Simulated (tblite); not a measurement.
# CH4BeMoO3: the cost of one run

Programs: tblite 0.8.0 and PySCF 2.14.0. All values are calculated, for the isolated system unless a continuum is named. Atoms count from 0, parts from 1.

## 1. Starting point

10 atoms, charge 0, multiplicity 1; geometry: distance geometry start.

## 2. Relaxing the cluster with GFN2-xTB

What the job is given:

```
{"job": {"kind": "relax", "xc": "GFN2-xTB", "basis": "xTB"}, "charge": 0, "multiplicity": 1}
O     -1.003406    -1.586848     2.581351
Mo    -0.633739    -0.009511     1.608668
O     -2.219511     0.578550     0.817067
O      0.027567     1.310014     2.767163
Be     1.063948    -0.513758    -0.189029
C      2.017816    -0.542510    -1.267096
H     -1.786648    -1.761602     3.101897
H      1.635501    -1.103427    -2.046912
H      2.907756    -0.948397    -0.940062
H      2.164395     0.428209    -1.625217
```

With the program's defaults for keys left out, this is: GFN2-xTB geometry optimisation, gas phase.

Run with:

```console
OMP_NUM_THREADS=1 python cluster_run.py task.json out
```

One launch serves the whole session: the jobs run in the order shown.

Q: Estimate the wall time of this first job on 1 thread of Intel Xeon at 2.50GHz, shared host.

About 2.8 s.
